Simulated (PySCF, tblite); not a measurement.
**C₄H₉BFN: geometry, infrared bands and NMR shifts**

Wanted: the infrared bands and NMR shifts of C₄H₉BFN (`NB[C@H]1C[C@@H](F)C1`), by calculation.

Computed with tblite 0.8.0 and PySCF 2.14.0, with density-fitted response routines of our own, on a single molecule in the gas phase. Atoms are numbered from 0 throughout.

**1. Starting geometry**

16 atoms, charge 0, multiplicity 1; geometry from: force field or distance geometry start.

Bonds of the start (Å): N0–B1 1.54, B1–C2 1.56, C2–C3 1.50, C3–C4 1.51, C4–F5 1.36, C4–C6 1.52, C6–C2 1.52, N0–H7 1.04, N0–H8 1.05, B1–H9 1.18, C2–H10 1.12, C3–H11 1.13, C3–H12 1.11, C4–H13 1.12, C6–H14 1.10, C6–H15 1.12.

**2. Relaxing the molecule with GFN2-xTB**

What the job is given:

```
{"job": {"kind": "relax", "xc": "GFN2-xTB", "basis": "xTB"}, "charge": 0, "multiplicity": 1}
N      2.282000     0.032400     0.709400
B      1.403400    -0.667200    -0.343700
C     -0.135000    -0.445500    -0.406200
C     -0.919900    -0.685100     0.852800
C     -1.768400     0.513000     0.485700
F     -2.145500     1.324800     1.513200
C     -0.562600     1.009700    -0.302000
H      2.505100    -0.628200     1.474700
H      3.154300     0.377900     0.245300
H      1.978500    -1.003600    -1.319600
H     -0.677500    -0.923200    -1.257600
H     -1.500500    -1.649700     0.886100
H     -0.324700    -0.569900     1.786300
H     -2.589300     0.169800    -0.195600
H     -0.782300     1.521300    -1.249000
H      0.074800     1.632300     0.376500
```

Run with:

```bash
OMP_NUM_THREADS=1 python probes_run.py task.json out
```

This one command runs all jobs of the session in turn.

**Question.** This job is followed by: GFN2-xTB harmonic vibrations, gas phase; GIAO PBE0/pcSseg-1 NMR shielding, non-relativistic, gas phase. Predict these results of the whole session: strongest single infrared mode (GFN2-xTB); zero-point energy (GFN2-xTB); ¹³C shifts against TMS (PBE0/pcSseg-1, means over atoms taken as alike); ¹H shifts against TMS (PBE0/pcSseg-1, means over atoms taken as alike); ¹⁵N shifts against NH3 (PBE0/pcSseg-1); ¹¹B shifts against BF3·OEt2 (PBE0/pcSseg-1); ¹⁹F shifts against CFCl3 (PBE0/pcSseg-1); surface potential, 1st and 99th percentile.

**Answer**, as computed:

| quantity | value |
| --- | --- |
| strongest single infrared mode (GFN2-xTB) | 676 cm⁻¹, 227 km/mol |
| zero-point energy (GFN2-xTB) | 82.3 kcal/mol |
| ¹³C shifts against TMS (PBE0/pcSseg-1, means over atoms taken as alike) | 93.2, 34.3, 17.0 ppm |
| ¹H shifts against TMS (PBE0/pcSseg-1, means over atoms taken as alike) | 5.36, 5.36, 4.68, 2.58, 2.10, 2.03 ppm |
| ¹⁵N shifts against NH3 (PBE0/pcSseg-1) | 114.3 ppm |
| ¹¹B shifts against BF3·OEt2 (PBE0/pcSseg-1) | 42.6 ppm |
| ¹⁹F shifts against CFCl3 (PBE0/pcSseg-1) | -198.2 ppm |
| surface potential, 1st and 99th percentile | -1.02 V and 1.55 V |

Relaxing lowered the energy by 1.462 eV in 126 steps; the close pair that moved most is N0–B1, from 1.540 to 1.376 Å. All 42 modes are real, so the xTB geometry is a minimum. The strongest single mode, at 676 cm⁻¹, moves mainly H7, N0 and H8. GFN2-xTB is a fitted tight-binding method: band positions and strengths are rough. Its intensities can rank the bands wrongly. At PBE0/pcSseg-1: Shielding is most anisotropic at N0 (span 167 ppm, paramagnetic term -165 ppm).
